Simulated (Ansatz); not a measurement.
# GdTiGe: the cost of one run

Method: DFT PBEsol, scalar-relativistic, plane waves, PAW, in Ansatz 0.2.0.

2 further runs of the same task are left out: 1 that didn't finish, 1 set aside as unsound or not needed. Runs told in other sessions of the task aren't counted.

### 1 The starting structure

The cell holds 25 atoms (CGd8Ge8Ti8): a = 8.030 Å, b = 8.030 Å, c = 9.562 Å, α = 114.83°, β = 114.83°, γ = 90.00°.

The coordinates of this cell stand in the input of its own run.

The host was relaxed before at PBEsol: a = 4.015 Å, b = 4.015 Å, c = 7.694 Å, α = 90.00°, β = 90.00°, γ = 90.00° (conventional cell), 20.668 Å³/atom.

Places, in fractions of the supercell: C as an interstitial at (0.281, 0.031, 0.062). Its neighbours start displaced at random, with a spread of 0.05 Å in each coordinate.

### 2 The perfect crystal in the supercell of 24 atoms

Contents of input.yaml:

```yaml
crystal:
  lattice:
    - [0.0, 8.0295019125, 0.0]
    - [-8.0295019125, 0.0, 0.0]
    - [4.0147509562, -4.0147509562, 7.6935536327]
  atoms:
    - { symbol: Gd, position: [0.3264535914, 0.5764535914, 0.6529071829], spin: 7.82 }
    - { symbol: Gd, position: [0.8264535914, 0.5764535914, 0.6529071829], spin: 7.82 }
    - { symbol: Gd, position: [0.3264535914, 0.0764535914, 0.6529071829], spin: 7.82 }
    - { symbol: Gd, position: [0.8264535914, 0.0764535914, 0.6529071829], spin: 7.82 }
    - { symbol: Gd, position: [0.4235464086, 0.6735464086, 0.3470928171], spin: 7.82 }
    - { symbol: Gd, position: [0.9235464086, 0.6735464086, 0.3470928171], spin: 7.82 }
    - { symbol: Gd, position: [0.4235464086, 0.1735464086, 0.3470928171], spin: 7.82 }
    - { symbol: Gd, position: [0.9235464086, 0.1735464086, 0.3470928171], spin: 7.82 }
    - { symbol: Ti, position: [0.5, 0.0, 0.0], spin: -0.48 }
    - { symbol: Ti, position: [0.0, 0.0, 0.0], spin: -0.48 }
    - { symbol: Ti, position: [0.5, 0.5, 0.0], spin: -0.48 }
    - { symbol: Ti, position: [0.0, 0.5, 0.0], spin: -0.48 }
    - { symbol: Ti, position: [0.25, 0.25, 0.0], spin: -0.48 }
    - { symbol: Ti, position: [0.75, 0.25, 0.0], spin: -0.48 }
    - { symbol: Ti, position: [0.25, 0.75, 0.0], spin: -0.48 }
    - { symbol: Ti, position: [0.75, 0.75, 0.0], spin: -0.48 }
    - { symbol: Ge, position: [0.1186167587, 0.3686167587, 0.2372335174] }
    - { symbol: Ge, position: [0.6186167587, 0.3686167587, 0.2372335174] }
    - { symbol: Ge, position: [0.1186167587, 0.8686167587, 0.2372335174] }
    - { symbol: Ge, position: [0.6186167587, 0.8686167587, 0.2372335174] }
    - { symbol: Ge, position: [0.6313832413, 0.8813832413, 0.7627664826] }
    - { symbol: Ge, position: [0.1313832413, 0.8813832413, 0.7627664826] }
    - { symbol: Ge, position: [0.6313832413, 0.3813832413, 0.7627664826] }
    - { symbol: Ge, position: [0.1313832413, 0.3813832413, 0.7627664826] }
basis:
  ecutwfc: 420
  xc_grid: 2
kpoints:
  mp_grid: { grid: [3, 3, 3], shift: [0.0, 0.0, 0.0] }
hamiltonian:
  xc: pbesol
scf:
  occupations: { method: gaussian, width: 0.05 }
  lower_state_search: "off"
output:
  forces: true
  stress: true
  eigenvalues: true
  populations: true
magnetization:
  spin_polarized: true
```

Command:

```sh
$ ansatz run input.yaml --threads 8 --pin off --max-ram 14336MiB --backend cpu --events-out ev --progress --plain --runs-dir out
```

Q: Estimate wall time and peak memory on 8 threads of Arm Neoverse V2, shared host.

About 31 s, with a peak of 4.2 GiB.
